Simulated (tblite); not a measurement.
# C2H10Cl2OSi3: the cost of one run

Computed with tblite 0.8.0 and PySCF 2.14.0, with density-fitted response routines of our own, on a single molecule in the gas phase. Atoms are numbered from 0 throughout.

## 1. Starting geometry

18 atoms, charge 0, multiplicity 1; geometry from: force field or distance geometry start.

Bonds of the start (Å): Si0–O1 1.64, O1–Si2 1.68, Si2–C3 1.85, C3–Cl4 1.76, Si2–Si5 2.32, Si5–C6 1.84, C6–Cl7 1.78, Si0–H8 1.48, Si0–H9 1.49, Si0–H10 1.48, Si2–H11 1.48, C3–H12 1.11, C3–H13 1.10, Si5–H14 1.48, Si5–H15 1.48, C6–H16 1.09, C6–H17 1.10.

## 2. Geometry optimisation with GFN2-xTB

Job settings and geometry (Å):

```
{"job": {"kind": "relax", "xc": "GFN2-xTB", "basis": "xTB"}, "charge": 0, "multiplicity": 1}
Si    -3.089600    -0.257700    -0.459200
O     -1.843700    -0.618200     0.544200
Si    -0.248500    -0.200600     0.846300
C      0.002400     1.564700     1.334300
Cl    -0.466900     2.669000     0.047200
Si     1.083800    -0.743500    -0.976600
C      2.848600    -0.795200    -0.450700
Cl     3.447200     0.841200    -0.078400
H     -3.607000     1.092600    -0.130800
H     -4.182800    -1.253900    -0.270000
H     -2.623600    -0.297700    -1.862600
H      0.204200    -1.067000     1.960400
H     -0.609700     1.811900     2.226400
H      1.049200     1.766300     1.595200
H      0.680300    -2.085200    -1.452800
H      0.863800     0.195900    -2.096900
H      3.488200    -1.198800    -1.233900
H      2.995200    -1.417500     0.446200
```

Command:

```bash
$ OMP_NUM_THREADS=1 python probes_run.py task.json out
```

One launch serves the whole session: the jobs run in the order shown.

**Question.** How long does this first job take on 1 thread of Arm Neoverse N1, shared host, and how much memory does it need?

About 2.9 s, with a peak of 0.18 GiB.
